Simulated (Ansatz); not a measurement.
HfN, space group Fm-3m: an equation of state with a fit, run with the Python package of Ansatz (0.2.0).

The script, `hfn_eos.py`:
```python
"""Energy against volume for HfN, with a fit."""

import warnings

import ansatz as az
import numpy as np

CUTOFF_EV = 420
FUNCTIONAL = "lda"
FILLING = "fermi_dirac"
KGRID = (11, 11, 11)

vectors0 = np.array([
    [0.0, 2.256, 2.256],
    [2.256, 0.0, 2.256],
    [2.256, 2.256, 0.0],
])
sites = [
    ("Hf", [0.0, 0.0, 0.0]),
    ("N", [0.5, 0.5, 0.5]),
]


def on_lattice(cell):
    crystal = az.Crystal(lattice=az.Lattice.of(cell))
    for symbol, position in sites:
        crystal = crystal.atom(symbol, position)
    return crystal


def main() -> None:
    warnings.simplefilter("ignore", az.DeckWarning)

    # scale the volume, keep shape and fractions
    volumes, energies, pressures = [], [], []
    for scale in np.linspace(0.92, 1.08, 7):
        cell = vectors0 * scale ** (1 / 3)
        job = (
            on_lattice(cell).calculation()
            .basis(CUTOFF_EV)
            .functional(FUNCTIONAL)
            .occupations(FILLING)
            .kpoints(*KGRID)
            .stress()
        )
        summary = job.run(threads=1).report
        volumes.append(abs(np.linalg.det(cell)) / len(sites))
        energies.append(summary["free_energy_ev"] / len(sites))
        pressures.append(np.trace(summary["stress_gpa"]) / 3)
        print(f"V = {volumes[-1]:8.4f} A^3/atom  F = {energies[-1]:.5f} eV/atom  P = {pressures[-1]:8.3f} GPa")

    # third-order Birch-Murnaghan: a cubic in V^(-2/3)
    x = np.array(volumes) ** (-2 / 3)
    poly = np.polynomial.Polynomial.fit(x, energies, 3).convert()
    roots = poly.deriv().roots()
    x0 = min((r.real for r in roots if abs(r.imag) < 1e-9 and poly.deriv(2)(r.real) > 0), key=lambda r: abs(r - x.mean()))
    v0 = x0 ** -1.5
    b0 = 4 / 9 * poly.deriv(2)(x0) * v0 ** (-7 / 3) * 160.21766
    b1 = 4 + 2 / 3 * x0 * poly.deriv(3)(x0) / poly.deriv(2)(x0)
    print(f"V0 = {v0:.4f} A^3/atom, B0 = {b0:.1f} GPa, dB/dP = {b1:.2f}")


if __name__ == "__main__":
    main()
```

From its runs, with one value withheld:

| V (Å³/atom) | F less the lowest row shown (meV/atom) |
| --- | --- |
| 10.563 | 32.34 |
| 10.870 | 7.11 |
| 11.176 | 0.00 |
| 11.482 | 8.53 |
| 11.788 | 30.63 |
| 12.094 | 64.52 |
| 12.401 | ? |

What is the missing energy at 12.401 Å³ an atom?

A third-order Birch-Murnaghan fit, E = E0 + (9 V0 B0 / 16) [(t - 1)³ B' + (t - 1)² (6 - 4t)] with t = (V0/V)^(2/3), through the 6 rows shown gives V0 = 11.155 Å³, B0 = 301.0 GPa, B' = 4.23 and E0 = -0.05 meV. At V = 12.401 Å³, t = 0.93185, and the fit extrapolates to 108.60 meV. The run gave 108.53 meV, a miss of 0.07 meV.

No spin polarisation was allowed. The mesh is modest for a metal, so energies can be off by several to tens of meV an atom and pressures by half a GPa or more; differences at equal mesh fare better. Pressure is positive in compression. Spin-orbit coupling, which matters for elements this heavy, is left out. At these settings the cell as given stands under about -8 GPa, so it isn't at this functional's equilibrium volume. The starting cell is as deposited in a crystallographic database; the results hold for this polymorph, which needn't be the stable one. Wall time of the script: 13 s on 1 thread of Arm Neoverse V1, with other jobs on the host, peak memory 0.38 GiB.
